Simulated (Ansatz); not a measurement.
Run this with Ansatz 0.2.0 through its Python package and show what comes out.

`fatbands_tirh.py`
```python
# -*- coding: utf-8 -*-
"""Fat bands of TiRh at high-symmetry points."""

from collections import Counter
from pathlib import Path
import json
import warnings

import ansatz as az
import pandas as pd


def main():
    warnings.simplefilter("ignore", az.DeckWarning)

    lattice = az.Lattice.of(
        [2.988, 0.0, 0.0],
        [0.0, 2.988, 0.0],
        [0.0, 0.0, 3.35],
    )
    sites = [
        ("Ti", [0.5, 0.5, 0.5]),
        ("Rh", [0.0, 0.0, 0.0]),
    ]
    cell = az.Crystal(lattice=lattice)
    for symbol, position in sites:
        cell = cell.atom(symbol, position)

    points = {"G": (0.0, 0.0, 0.0), "X": (0.0, 0.5, 0.0), "M": (0.5, 0.5, 0.0), "Z": (0.0, 0.0, 0.5), "R": (0.0, 0.5, 0.5)}
    calculation = (
        cell.calculation()
        .scf(tolerance=1e-08)
        .occupations("cold")
        .functional("r2SCAN", dispersion="d3bj")
        .kpoints(10, 10, 9)
        .band_structure(list(points.values()), intervals=1)
        .fat_bands()
    )
    result = calculation.run(events_out="events.ndjson")
    summary = result.report
    with open("events.ndjson") as stream:
        kinds = Counter(json.loads(line)["event"] for line in stream)
    print("events:", {kind: kinds[kind] for kind in ("scf_iter", "scf_done", "notice", "finished")})
    file = Path(result.write_results("results")) / "fatbands.tsv"
    names = file.read_text().splitlines()[0].lstrip("# ").split("\t")
    table = pd.read_csv(file, sep="\t", comment="#", names=names)
    near = table[table.e_minus_ef.abs() < 4]
    for ik, label in enumerate(points):
        print(label)
        for _, row in near[near.ik == ik].iterrows():
            main = row[names[4:]].astype(float).nlargest(2)
            print(f"   band {int(row.band):3d} {row.e_minus_ef:7.3f} eV  " + ", ".join(f"{k} {v:.2f}" for k, v in main.items()))


if __name__ == "__main__":
    main()
```

```console
$ python fatbands_tirh.py
events: {'scf_iter': 8, 'scf_done': 1, 'notice': 2, 'finished': 1}
G
   band  11  -2.643 eV  rh1_l2_4D 0.83, ti0_l2_3D 0.17
   band  12  -2.643 eV  rh1_l2_4D 0.83, ti0_l2_3D 0.17
   band  13  -1.964 eV  rh1_l2_4D 0.89, ti0_l2_3D 0.11
   band  14   0.338 eV  ti0_l2_3D 0.77, rh1_l2_4D 0.23
   band  15   1.282 eV  ti0_l2_3D 0.72, rh1_l2_4D 0.28
   band  16   2.582 eV  ti0_l2_3D 0.89, rh1_l2_4D 0.11
   band  17   2.644 eV  ti0_l2_3D 0.83, rh1_l2_4D 0.17
   band  18   2.644 eV  ti0_l2_3D 0.83, rh1_l2_4D 0.17
X
   band  10  -3.470 eV  ti0_l0_4S 0.58, ti0_l2_3D 0.38
   band  11  -3.315 eV  rh1_l2_4D 0.99, ti0_l1_3P 0.01
   band  12  -2.687 eV  rh1_l2_4D 0.99, ti0_l1_3P 0.00
   band  13  -1.886 eV  rh1_l2_4D 1.00, ti0_l0_3S 0.00
   band  14  -0.946 eV  ti0_l2_3D 0.99, ti0_l0_4S 0.00
   band  15  -0.240 eV  ti0_l2_3D 0.98, rh1_l1_4P 0.01
   band  16   0.631 eV  ti0_l2_3D 0.99, rh1_l1_4P 0.00
   band  17   1.182 eV  rh1_l0_5S 0.50, rh1_l2_4D 0.49
   band  18   1.589 eV  ti0_l2_3D 1.00, ti0_l0_3S 0.00
M
   band  12  -0.476 eV  rh1_l2_4D 1.00, ti0_l0_3S 0.00
   band  13   0.674 eV  rh1_l2_4D 0.50, ti0_l2_3D 0.46
   band  14   1.282 eV  ti0_l1_3P 0.00, rh1_l1_4P 0.00
   band  15   1.282 eV  ti0_l1_3P 0.00, rh1_l1_4P 0.00
   band  16   2.037 eV  ti0_l2_3D 0.82, rh1_l2_4D 0.18
   band  17   2.853 eV  ti0_l2_3D 0.73, rh1_l2_4D 0.27
   band  18   2.853 eV  ti0_l2_3D 0.73, rh1_l2_4D 0.27
Z
   band  11  -2.494 eV  rh1_l2_4D 0.99, ti0_l1_3P 0.00
   band  12  -2.494 eV  rh1_l2_4D 0.99, ti0_l1_3P 0.00
   band  13  -1.571 eV  rh1_l2_4D 1.00, ti0_l0_3S 0.00
   band  14  -1.311 eV  ti0_l2_3D 0.99, ti0_l0_3S 0.00
   band  15  -0.563 eV  rh1_l2_4D 0.57, rh1_l0_5S 0.42
   band  16   0.772 eV  ti0_l2_3D 0.99, rh1_l1_4P 0.00
   band  17   0.772 eV  ti0_l2_3D 0.99, rh1_l1_4P 0.00
   band  18   1.966 eV  ti0_l2_3D 1.00, ti0_l0_3S 0.00
R
   band  10  -3.524 eV  rh1_l2_4D 0.80, ti0_l2_3D 0.20
   band  11  -3.365 eV  rh1_l2_4D 0.76, ti0_l2_3D 0.24
   band  12  -1.437 eV  rh1_l2_4D 0.87, ti0_l2_3D 0.12
   band  13   0.088 eV  rh1_l2_4D 0.59, ti0_l2_3D 0.37
   band  14   0.386 eV  ti0_l1_3P 0.00, rh1_l1_4P 0.00
   band  15   0.414 eV  ti0_l1_3P 0.00, rh1_l1_4P 0.00
   band  16   0.803 eV  ti0_l2_3D 0.83, rh1_l2_4D 0.16
   band  17   2.560 eV  ti0_l2_3D 0.97, rh1_l2_4D 0.03
   band  18   2.676 eV  ti0_l2_3D 0.76, rh1_l2_4D 0.24
```

Reading the output:
- The dispersion term runs with damping parameters of another functional.
- The computed bands are complete only to about 1.6 eV above the Fermi level.
- Dispersion corrections can be off by several per cent in the lattices of metals, and by several GPa in the pressure at a fixed cell.
- The mesh is modest for a metal, so energies can be off by several to tens of meV an atom and pressures by half a GPa or more; differences at equal mesh fare better.
- The starting cell is as deposited in a crystallographic database; the results hold for this polymorph, which needn't be the stable one.
- Gaps and levels are Kohn-Sham values on a finite set of k-points, without spin-orbit coupling.
- Energies are less the Fermi level and bands count from 0. Only the largest channels are printed, equivalent atoms hold more, and in degenerate sets the split between sites is arbitrary; shells that the potentials lack have no channel.
- The script silences the warnings on its input, which a real study should read.
- Run time: 9.1 s on 1 thread of Arm Neoverse V1 (shared host), peak memory 0.5 GiB.
